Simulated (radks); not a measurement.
# Ionising tellurium step by step, Te³⁶⁺ to Te⁵¹⁺

Aim: the successive ionisation energies of tellurium, each ion in the ground configuration that NIST lists, set against the tabulated values. Each value is a difference of total energies (Δ-SCF).

The numbers are computed with radks (a radial shooting solver on a logarithmic mesh, Libxc functionals) version 1 (non-relativistic Kohn-Sham, TPSS, spin-polarised, spherical densities, point nucleus; open shells are filled with parallel spins first), except any that are marked as measured or tabulated.

**1. Starting point**

```
element             : tellurium (Z = 52)
charges             : 36 to 51
first configuration : [Ne] 3s2 3p4
last configuration  : 1s1
```

Outer shells as boxes (Hund's rule):

Te³⁶⁺
```
[Ne] core
3s [↑↓]
3p [↑↓][↑ ][↑ ]
```

Te⁵¹⁺
```
1s [↑ ]
```

**2. Te³⁶⁺, [Ne] 3s2 3p4**

The run's settings:

```text
Z 52
configuration [Ne] 3s2 3p4
relativity non-relativistic
functional tpss,tpss
spin polarised
nucleus point
```

**3. Te³⁷⁺, [Ne] 3s2 3p3**

The run's settings:

```text
Z 52
configuration [Ne] 3s2 3p3
relativity non-relativistic
functional tpss,tpss
spin polarised
nucleus point
```

**4. Te³⁸⁺, [Ne] 3s2 3p2**

The run's settings:

```text
Z 52
configuration [Ne] 3s2 3p2
relativity non-relativistic
functional tpss,tpss
spin polarised
nucleus point
```

**5. Te³⁹⁺, [Ne] 3s2 3p1**

The run's settings:

```text
Z 52
configuration [Ne] 3s2 3p1
relativity non-relativistic
functional tpss,tpss
spin polarised
nucleus point
```

**6. Te⁴⁰⁺, [Ne] 3s2**

The run's settings:

```text
Z 52
configuration [Ne] 3s2 3p0 4s0
relativity non-relativistic
functional tpss,tpss
spin polarised
nucleus point
```

**7. Te⁴¹⁺, [Ne] 3s1**

The run's settings:

```text
Z 52
configuration [Ne] 3s1
relativity non-relativistic
functional tpss,tpss
spin polarised
nucleus point
```

**8. Te⁴²⁺, [Ne]**

The run's settings:

```text
Z 52
configuration [Ne]
relativity non-relativistic
functional tpss,tpss
spin polarised
nucleus point
```

**9. Te⁴³⁺, [He] 2s2 2p5**

The run's settings:

```text
Z 52
configuration [He] 2s2 2p5 3s0 3p0
relativity non-relativistic
functional tpss,tpss
spin polarised
nucleus point
```

**10. Te⁴⁴⁺, [He] 2s2 2p4**

The run's settings:

```text
Z 52
configuration [He] 2s2 2p4 3s0 3p0
relativity non-relativistic
functional tpss,tpss
spin polarised
nucleus point
```

**11. Te⁴⁵⁺, [He] 2s2 2p3**

The run's settings:

```text
Z 52
configuration [He] 2s2 2p3
relativity non-relativistic
functional tpss,tpss
spin polarised
nucleus point
```

**12. Te⁴⁶⁺, [He] 2s2 2p2**

The run's settings:

```text
Z 52
configuration [He] 2s2 2p2
relativity non-relativistic
functional tpss,tpss
spin polarised
nucleus point
```

**13. Te⁴⁷⁺, [He] 2s2 2p1**

The run's settings:

```text
Z 52
configuration [He] 2s2 2p1 3s0 3p0
relativity non-relativistic
functional tpss,tpss
spin polarised
nucleus point
```

**14. Te⁴⁸⁺, [He] 2s2**

The run's settings:

```text
Z 52
configuration [He] 2s2
relativity non-relativistic
functional tpss,tpss
spin polarised
nucleus point
```

**15. Te⁴⁹⁺, [He] 2s1**

The run's settings:

```text
Z 52
configuration [He] 2s1
relativity non-relativistic
functional tpss,tpss
spin polarised
nucleus point
```

**16. Te⁵⁰⁺, [He]**

The run's settings:

```text
Z 52
configuration [He]
relativity non-relativistic
functional tpss,tpss
spin polarised
nucleus point
```

**17. Te⁵¹⁺, 1s1**

The run's settings:

```text
Z 52
configuration 1s1
relativity non-relativistic
functional tpss,tpss
spin polarised
nucleus point
```

**Question.** What will these runs give? Wanted: for each run, species; configuration; Δ-SCF; −ε(HOMO); NIST; error.

The runs gave:

| species | configuration | Δ-SCF (eV) | −ε(HOMO) (eV) | NIST (eV) | error (%) |
| --- | --- | --- | --- | --- | --- |
| Te³⁶⁺ | [Ne] 3s2 3p4 | 2447.8 | 2411.4 | 2472 (theory) | -1.0 |
| Te³⁷⁺ | [Ne] 3s2 3p3 | 2548.2 | 2509.4 | 2552 (theory) | -0.1 |
| Te³⁸⁺ | [Ne] 3s2 3p2 | 2625.6 | 2587.1 | 2700 (theory) | -2.8 |
| Te³⁹⁺ | [Ne] 3s2 3p1 | 2701.7 | 2664.0 | 2788 (theory) | -3.1 |
| Te⁴⁰⁺ | [Ne] 3s2 | 2859.1 | 2826.9 | 2954 (theory) | -3.2 |
| Te⁴¹⁺ | [Ne] 3s1 | 2941.1 | 2908.7 | 3041.0 (semi-emp.) | -3.3 |
| Te⁴²⁺ | [Ne] | 7001.8 | 6896.2 | 7022 (theory) | -0.3 |
| Te⁴³⁺ | [He] 2s2 2p5 | 7212.1 | 7107.3 | 7243 (theory) | -0.4 |
| Te⁴⁴⁺ | [He] 2s2 2p4 | 7417.4 | 7316.2 | 7485 (theory) | -0.9 |
| Te⁴⁵⁺ | [He] 2s2 2p3 | 7704.9 | 7595.0 | 7714 (theory) | -0.1 |
| Te⁴⁶⁺ | [He] 2s2 2p2 | 7923.7 | 7814.7 | 8240 (theory) | -3.8 |

Reference values: NIST Atomic Spectra Database (exp. measured, semi-emp. semi-empirical, theory a theoretical value adopted there). The steepest step, after dividing by the final charge, comes at Te⁴²⁺ in [Ne], where the value goes from 2941.1 to 7001.8 eV. There the highest level belongs to another shell. Minus the highest eigenvalue gives 98 to 99 % of the Δ-SCF value along the ladder. Relativity is left out here, which matters for elements this heavy. Open shells are spherical and high-spin; term and fine-structure splittings are not resolved.
